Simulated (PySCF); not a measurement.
# C6H7FO2: magnetic properties

What do calculations give for the magnetic properties of C6H7FO2 (`Cc1ccc(OCF)o1`)?

Computed with PySCF 2.14.0 and routines of our own; the level stands in each step. Atoms count from 0.

## Step 1: The starting structure

16 atoms, charge 0, multiplicity 1; geometry from: GFN2-xTB.

## Step 2: Magnetic properties: GIAO CAM-B3LYP/pcSseg-1

Job settings and geometry (Å):

```
{"job": {"kind": "mag", "xc": "CAM-B3LYP", "basis": "pcSseg-1", "isotopologues": 0}, "charge": 0, "multiplicity": 1}
C     -2.346947     0.764982    -0.584641
C     -1.248367     0.007845     0.068553
C     -1.235370    -0.908569     1.071038
C      0.121553    -1.279731     1.278169
C      0.829744    -0.553184     0.375289
O      2.173843    -0.559576     0.145863
C      2.665454     0.404334    -0.703554
F      2.664741     1.637114    -0.103744
O      0.026055     0.228574    -0.365869
H     -2.388001     0.540549    -1.650065
H     -3.293413     0.493173    -0.127956
H     -2.189018     1.837060    -0.472433
H     -2.083413    -1.281224     1.607494
H      0.510201    -1.978054     1.987092
H      2.075467     0.508770    -1.625934
H      3.709871     0.146880    -0.910712
```

With the program's defaults for keys left out, this is: GIAO CAM-B3LYP/pcSseg-1 magnetisability, rotational g tensor and spin-rotation constants, non-relativistic, gas phase.

Started as:

```
$ OMP_NUM_THREADS=1 python excited_run.py task.json out
```

One launch serves the whole session: the jobs run in the order shown.

What it wrote:

```text
coarse grid: 14120 points
cycle   1  E = -482.6309351460  dE =  1.976e+00  |g| = 8.636e-01  |ddm| = 3.706e+00
cycle   2  E = -482.6111433860  dE =  1.979e-02  |g| = 9.911e-01  |ddm| = 9.660e-01
cycle   3  E = -482.7673320963  dE = -1.562e-01  |g| = 5.857e-02  |ddm| = 4.958e-01
cycle   4  E = -482.7678348713  dE = -5.028e-04  |g| = 3.125e-02  |ddm| = 5.666e-02
cycle   5  E = -482.7679904649  dE = -1.556e-04  |g| = 9.961e-03  |ddm| = 2.628e-02
cycle   6  E = -482.7680059113  dE = -1.545e-05  |g| = 3.272e-03  |ddm| = 8.161e-03
cycle   7  E = -482.7680081075  dE = -2.196e-06  |g| = 5.782e-04  |ddm| = 2.568e-03
final grid: 138872 points
cycle   8  E = -482.8653352881  dE = -3.912e-05  |g| = 5.327e-03  |ddm| = 1.881e-02
cycle   9  E = -482.8653347884  dE =  4.997e-07  |g| = 5.869e-03  |ddm| = 6.571e-03
cycle  10  E = -482.8653405362  dE = -5.748e-06  |g| = 5.688e-04  |ddm| = 3.114e-03
cycle  11  E = -482.8653405930  dE = -5.681e-08  |g| = 1.702e-04  |ddm| = 5.084e-04
cycle  12  E = -482.8653405983  dE = -5.295e-09  |g| = 8.314e-05  |ddm| = 1.958e-04
cycle  13  E = -482.8653405996  dE = -1.289e-09  |g| = 1.088e-05  |ddm| = 5.836e-05
cycle  14  E = -482.8653405996  dE = -2.410e-11  |g| = 5.628e-06  |ddm| = 1.472e-05
converged SCF energy = -482.8653405996

Magnetisability tensor (1e-30 J/T^2)
    -1079.48       -9.39      -59.04
       -9.39    -1362.61     -261.60
      -59.04     -261.60    -1265.10
isotropic -1235.73   principal values   -1583.99  -1103.23  -1019.96
isotropic susceptibility -74.417 1e-6 cm^3/mol

Inertial axes            a          b          c
rot. const./GHz      3.2474     1.1218     0.8966
chi total           -64.605    -66.103    -92.544
chi diamagnetic    -472.635  -1139.387  -1411.443
chi paramagnetic    408.030   1073.285   1318.898
quadrupole/D A        6.544     -1.483     -5.061
g nuclear            0.5797     0.5542     0.5584
g electronic        -0.6225    -0.5657    -0.5556
g total             -0.0428    -0.0115     0.0028

Spin-rotation constants (kHz, H = +C I.J)
atom  isotope        aa         bb         cc
  7    19F        3.226      0.629      0.629
  9     1H       -0.349     -0.093      0.007
 10     1H        0.073     -0.116     -0.097
 11     1H       -0.313     -0.035     -0.049
 12     1H        0.199     -0.082     -0.094
 13     1H       -0.334      0.094     -0.097
 14     1H       -0.180     -0.026     -0.030
 15     1H        0.172     -0.103     -0.077
  0    13C*       0.452      0.151      0.130
  1    13C*       1.522      0.379      0.208
  2    13C*       1.405      0.333      0.143
  3    13C*       0.962      0.384      0.129
  4    13C*       1.499      0.429      0.243
  5    17O*      -0.650     -0.235     -0.087
  6    13C*       0.963      0.302      0.217
  8    17O*      -1.187     -0.373     -0.127
* in the singly substituted isotopologue
```

Run time: 38 s. Hardware: 1 thread of Intel Xeon 6975P-C, shared host; peak memory 1 GiB.

From this job:

```
              quantity                     value
       magnetisability          -1236·10⁻³⁰ J/T²
  molar susceptibility        -74.4·10⁻⁶ cm³/mol
rotational g (a, b, c)  -0.0428, -0.0115, 0.0028
```

## Step 3: Magnetic properties: GIAO CAM-B3LYP/6-31G*

The job, as its differences from that of step 2:

```diff
@@ -1,2 +1,2 @@
-{"job": {"kind": "mag", "xc": "CAM-B3LYP", "basis": "pcSseg-1", "isotopologues": 0}, "charge": 0, "multiplicity": 1}
+{"job": {"kind": "mag", "xc": "CAM-B3LYP", "basis": "6-31G*"}, "charge": 0, "multiplicity": 1}
 C     -2.346947     0.764982    -0.584641
```

Level: GIAO CAM-B3LYP/6-31G* magnetisability, rotational g tensor and spin-rotation constants, non-relativistic, gas phase.

What it wrote:

```text
coarse grid: 14120 points
cycle   1  E = -482.8058005027  dE =  1.985e+00  |g| = 8.595e-01  |ddm| = 4.003e+00
cycle   2  E = -482.7884119653  dE =  1.739e-02  |g| = 9.694e-01  |ddm| = 1.141e+00
cycle   3  E = -482.9492275633  dE = -1.608e-01  |g| = 5.442e-02  |ddm| = 5.951e-01
cycle   4  E = -482.9497224957  dE = -4.949e-04  |g| = 3.085e-02  |ddm| = 6.829e-02
cycle   5  E = -482.9498924000  dE = -1.699e-04  |g| = 9.158e-03  |ddm| = 2.770e-02
cycle   6  E = -482.9499073522  dE = -1.495e-05  |g| = 2.897e-03  |ddm| = 8.696e-03
cycle   7  E = -482.9499092463  dE = -1.894e-06  |g| = 5.314e-04  |ddm| = 2.817e-03
final grid: 138872 points
cycle   8  E = -482.8880714251  dE = -2.073e-05  |g| = 4.769e-03  |ddm| = 1.835e-02
cycle   9  E = -482.8880717887  dE = -3.636e-07  |g| = 4.988e-03  |ddm| = 7.085e-03
cycle  10  E = -482.8880762811  dE = -4.492e-06  |g| = 4.929e-04  |ddm| = 3.252e-03
cycle  11  E = -482.8880763281  dE = -4.696e-08  |g| = 1.076e-04  |ddm| = 4.547e-04
cycle  12  E = -482.8880763305  dE = -2.430e-09  |g| = 4.323e-05  |ddm| = 1.338e-04
cycle  13  E = -482.8880763309  dE = -3.672e-10  |g| = 1.202e-05  |ddm| = 3.878e-05
converged SCF energy = -482.8880763309

Magnetisability tensor (1e-30 J/T^2)
    -1064.31      -13.92      -55.74
      -13.92    -1354.44     -258.14
      -55.74     -258.14    -1261.66
isotropic -1226.80   principal values   -1574.57  -1087.36  -1018.47
isotropic susceptibility -73.880 1e-6 cm^3/mol

Inertial axes            a          b          c
rot. const./GHz      3.2474     1.1218     0.8966
chi total           -63.855    -65.730    -92.054
chi diamagnetic    -469.910  -1137.106  -1409.397
chi paramagnetic    406.055   1071.376   1317.342
quadrupole/D A        5.909     -1.364     -4.544
g nuclear            0.5797     0.5542     0.5584
g electronic        -0.6195    -0.5646    -0.5549
g total             -0.0398    -0.0105     0.0035

Spin-rotation constants (kHz, H = +C I.J)
atom  isotope        aa         bb         cc
  7    19F        2.776      0.544      0.593
  9     1H       -0.367     -0.098      0.005
 10     1H        0.068     -0.123     -0.100
 11     1H       -0.331     -0.038     -0.051
 12     1H        0.180     -0.088     -0.096
 13     1H       -0.351      0.086     -0.102
 14     1H       -0.189     -0.031     -0.031
 15     1H        0.158     -0.106     -0.079
  0    13C*       0.394      0.133      0.114
  1    13C*       1.339      0.341      0.183
  2    13C*       1.245      0.302      0.126
  3    13C*       0.867      0.336      0.111
  4    13C*       1.331      0.377      0.210
  5    17O*      -0.570     -0.210     -0.074
  6    13C*       0.867      0.273      0.193
  8    17O*      -1.062     -0.334     -0.110
* in the singly substituted isotopologue
```

Wall time 23 s (1 thread of Intel Xeon 6975P-C, shared host); peak memory 0.81 GiB.

Key values:

```
              quantity                     value
       magnetisability          -1227·10⁻³⁰ J/T²
  molar susceptibility        -73.9·10⁻⁶ cm³/mol
rotational g (a, b, c)  -0.0398, -0.0105, 0.0035
```

## Step 4: Magnetic properties side by side

```
                  level  ξ (10⁻³⁰ J/T²)     g(a)     g(b)  gap (eV)  functions  time
GIAO CAM-B3LYP/pcSseg-1           -1236  -0.0428  -0.0115      8.95        188  38 s
  GIAO CAM-B3LYP/6-31G*           -1227  -0.0398  -0.0105      9.07        140  23 s
```

## Step 5: Outcome

| quantity | value |
| --- | --- |
| magnetisability (step 2, GIAO CAM-B3LYP/pcSseg-1) | -1236·10⁻³⁰ J/T² |
| molar susceptibility (step 2, GIAO CAM-B3LYP/pcSseg-1) | -74.4·10⁻⁶ cm³/mol |
| rotational g (a, b, c) (step 2, GIAO CAM-B3LYP/pcSseg-1) | -0.0428, -0.0115, 0.0028 |
| magnetisability over the levels | -1236 to -1227·10⁻³⁰ J/T² |

**Reading.** The magnetisability spreads by 0.7 % over 2 levels, from GIAO CAM-B3LYP/pcSseg-1 (38 s) to GIAO CAM-B3LYP/6-31G* (23 s); the runs took 23 s to 38 s. Two levels can agree by chance, so this spread shows no convergence. Vibrational averaging and real surroundings are missing from these values.
